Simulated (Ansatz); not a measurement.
# SnH3O− (SMILES [O-][SnH3]): one structure at several levels

The task here is to estimate one member of a computed series from the others.

Method: single points in def2-TZVPPD; program: Ansatz 0.2.0, Gaussian basis.

Cores are frozen in the correlated methods. Filled d shells of the heavier atoms are correlated. Core potentials replace the inner electrons past krypton, and spin-orbit coupling is left out.

## Where the work starts

SMILES `[O-][SnH3]`, 5 atoms, charge -1, spin multiplicity 1.

Atoms are counted from 1 here; the program's logs count them from 0.

Bond lengths: O1–Sn2 1.865 Å, Sn2–H3 1.738 Å, Sn2–H4 1.845 Å, Sn2–H5 1.778 Å. Angles: O1–Sn2–H3 118.0°, O1–Sn2–H4 117.0°, O1–Sn2–H5 120.9°, H3–Sn2–H4 98.1°, H3–Sn2–H5 102.0°, H4–Sn2–H5 96.4°.

As a file:

```
O    -0.7428    0.3172    1.8276
Sn   -0.0148    0.0873    0.1258
H    -0.9543    0.6059   -1.2419
H     0.3045   -1.6455   -0.4217
H     1.5986    0.7216   -0.2706
```

The first run:

run/in.yaml

```yaml
crystal:
  periodic: [false, false, false]
  atoms:
    - {symbol: O, position_ang: [-0.742800, 0.317200, 1.827600]}
    - {symbol: Sn, position_ang: [-0.014800, 0.087300, 0.125800]}
    - {symbol: H, position_ang: [-0.954300, 0.605900, -1.241900]}
    - {symbol: H, position_ang: [0.304500, -1.645500, -0.421700]}
    - {symbol: H, position_ang: [1.598600, 0.721600, -0.270600]}
basis:
  gaussian: {orbitals: "def2-TZVPPD.json"}
total_charge: -1
correlation: {method: ccsd_t}
output: {forces: true}
```

The basis file named in the input lies beside it (Basis Set Exchange, JSON).

The command line of these runs was not kept.

Among the steps run: CCSD(T)/def2-TZVPPD; PBE0-D4/def2-TZVPPD; wB97M-V/def2-TZVPPD; r2SCAN-D4/def2-TZVPPD; PBE-D4/def2-TZVPPD; LC-wPBE/def2-TZVPPD; r2SCANh-D4/def2-TZVPPD.

One of the session's tables, all rows but one given; the rest of the session is left out.

| method | RMS force component (eV/Å) | angle to CCSD(T) forces (°) |
| --- | --- | --- |
| CCSD(T) | 0.538 | reference |
| PBE0-D4 | 0.405 | 14.1 |
| wB97M-V | ? | ? |
| r2SCAN-D4 | 0.436 | 10.5 |
| PBE-D4 | 0.521 | 21.1 |
| LC-wPBE | 0.430 | 25.9 |
| r2SCANh-D4 | 0.415 | 12.6 |

**Question.** Estimate the row for wB97M-V.

As computed: RMS force component (eV/Å): 0.459; angle to CCSD(T) forces (°): 9.2. In the column «RMS force component (eV/Å)» it lies between r2SCAN-D4 (0.436) and PBE-D4 (0.521).
